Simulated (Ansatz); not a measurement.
**BeP+ (singlet): the correlation ladder at distance P1–Be2 = 2.400 Å, cc-pVDZ**

One table from this session's results is given with a row withheld; the runs are named, their logs left out.

The runs use Ansatz 0.2.0, Gaussian basis; cc-pVDZ, core rule «outside noble gas», up to 6 orbitals frozen.

The runs, in order: UHF; CCSD(T) on RHF; CCSD(T) on UHF; BCCD(T) on RHF; CISD; CCSDT(Q) on RHF; CCSDT(Q) on UHF; CCSDTQ on RHF; CASSCF and MRCISD+Q, 2 electrons in 2 orbitals; CASSCF and NEVPT2, 2 electrons in 2 orbitals; Full CI.

40 further runs of the same task are left out: 22 for a known fault of the program, 12 that didn't finish, 6 set aside as unsound or not needed.

### The system

The geometry derives from a PBE0/def2-TZVP stationary point (not a proven minimum). One bond is set to the value named and the two fragments are kept rigid.

2 atoms, charge 1, spin multiplicity 1.

Atoms are counted from 1 here; the program's logs count them from 0.

Bond lengths: P1–Be2 2.400 Å.

Set-up of the first run:

The input, in.yaml:

```yaml
crystal:
  periodic: [false, false, false]
  atoms:
    - {symbol: P, position_ang: [0.000000, 0.000000, 0.000000]}
    - {symbol: Be, position_ang: [0.000000, 0.000000, 2.400000]}
basis:
  gaussian: {orbitals: cc-pVDZ}
total_charge: 1
magnetization: {spin_polarized: true, initial_magnetization: 0}
hamiltonian: {xc: hf}
output: {orbitals: {seedname: orbitals}}
```

Command:

```console
> ansatz run in.yaml --threads 1 --pin off --events-out ev --progress --plain --max-ram 2393MiB
```

Among the steps run: UHF; CCSD(T) on RHF; CCSD(T) on UHF; BCCD(T) on RHF; CISD; CCSDT(Q) on RHF; CCSDT(Q) on UHF; CCSDTQ on RHF; CASSCF and MRCISD+Q, 2 electrons in 2 orbitals; CASSCF and NEVPT2, 2 electrons in 2 orbitals; Full CI.

One table of the session follows, with a row left open; its other results are not shown here.

It belongs to the step «Misses and costs». 

| method | from FCI (kcal/mol) |
| --- | --- |
| RHF | +97.47 |
| RMP2 | +30.91 |
| CISD | +16.13 |
| RCCSD | +10.07 |
| RCCSD(T) | +5.38 |
| BCCD(T) | +5.53 |
| RCCSDT | +1.35 |
| RCCSDT(Q) | ? |
| RCCSDTQ | +0.03 |
| FCI | 0 |

**Question.** Estimate the row for RCCSDT(Q).

**Answer.** from FCI (kcal/mol): -0.10. In the column «from FCI (kcal/mol)» it is the lowest.

Left out of the table: CASSCF pair, NEVPT2 pair, MRCISD pair, MRCISD+Q pair (the active space lost an orbital or holds another state than full CI finds).

Limits of these values: The report flags that the cluster equations may have other roots. Left out of the table: UHF, UMP2, UCCSD, UCCSD(T), UCCSDT, UCCSDT(Q) (another determinant or state than the rows shown). The program flags RCCSDT(Q), RCCSDTQ as in doubt, so those rows may rest on another solution; read them beside their warnings. RCCSDT(Q) falls below full CI, which methods that aren't variational can do.
